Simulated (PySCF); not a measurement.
**Silicon: the same states on changed settings**

One table from this session's results is given with a row withheld; the runs are named, their logs left out.

Program: PySCF 2.14.0. Level of theory: unrestricted determinants in a Gaussian basis, no spin-orbit coupling in the energies. These are calculated values, not measurements, unless marked.

### The atom as given

```
Element                                   : silicon (Z = 14)
Basis                                     : pcseg-2 (5s4p2d1f, 34 functions)
Hamiltonian                               : no relativity, point nucleus
State 1                                   : Si: [Ne] 3s2 3p2, high-spin 3P determinant
State 2                                   : Si⁺: [Ne] 3s2 3p1, 2P determinant
Methods                                   : MP2, CCSD(T)
Core shells frozen in the correlated runs : all electrons: nothing (for Si)
```

Outer shells as boxes (Hund's rule):

Si [Ne] 3s2 3p2
```
[Ne] core
3s [↑↓]
3p [↑ ][↑ ][  ]
```

Si+ [Ne] 3s2 3p1
```
[Ne] core
3s [↑↓]
3p [↑ ][  ][  ]
```

The sound run (pcseg-2, the non-relativistic Hamiltonian (point nucleus), symmetry-adapted start, fine grid, valence correlation) gave:

```tsv
species	method	energy (hartree)
Si	UHF	-288.84811
Si	M06-L	-289.35806
Si	B3LYP	-289.39948
Si	MP2 (valence)	-288.89764
Si	CCSD(T) (valence)	-288.91524
Si⁺	UHF	-288.56755
Si⁺	M06-L	-289.06239
Si⁺	B3LYP	-289.10116
Si⁺	MP2 (valence)	-288.60705
Si⁺	CCSD(T) (valence)	-288.62400
```

One driver process ran all states and methods and kept the integrals in memory. Each run is shown as a PySCF script that sums up its settings (the driver passes frozen orbitals as a list and adds second-order terms of double hybrids); the logs are those of the runs themselves. The driver starts from symmetry-adapted Hartree-Fock orbitals, holds the occupation by maximum overlap and uses a logarithmic radial grid for functionals, so a plain start would take other cycles.

Set-up of the first run:

The driver's launch:

```sh
> OMP_NUM_THREADS=1 python atomrun2.py TASK.json OUT
```

input.py

```python
from pyscf import gto, scf, dft, mp, cc
import basis_set_exchange as bse
mol = gto.M(atom="Si 0 0 0", charge=0, spin=2, symmetry="D2h",
            basis=gto.basis.parse(bse.get_basis("pcseg-2", elements=["Si"], fmt="nwchem", header=False)))
mf = scf.UHF(mol)
mf.irrep_nelec = {'Ag': (3, 3), 'B1u': (2, 1), 'B2u': (2, 1), 'B3u': (1, 1)}
mf.kernel()
mp.UMP2(mf, frozen=0).kernel()
```

input.py

```python
from pyscf import gto, scf, dft, mp, cc
import basis_set_exchange as bse
mol = gto.M(atom="Si 0 0 0", charge=0, spin=2, symmetry="D2h",
            basis=gto.basis.parse(bse.get_basis("pcseg-2", elements=["Si"], fmt="nwchem", header=False)))
mf = scf.UHF(mol)
mf.irrep_nelec = {'Ag': (3, 3), 'B1u': (2, 1), 'B2u': (2, 1), 'B3u': (1, 1)}
mf.kernel()
mycc = cc.CCSD(mf, frozen=0).run()
mycc.ccsd_t()
```

Steps of the session up to this table: Changed run, Si; Changed run, Si⁺, method by method.

One of the session's tables, all rows but one given; the rest of the session is left out.

Ionisation energy of Si:

| method | sound run (eV) |
| --- | --- |
| UHF | ? |
| MP2 | 7.907 |
| SCS-MP2 | 7.838 |
| CCSD | 7.904 |
| CCSD(T) | 7.925 |

Estimate the missing values for UHF.

The run gave: sound run (eV): 7.635. In the column «sound run (eV)» it is the lowest.
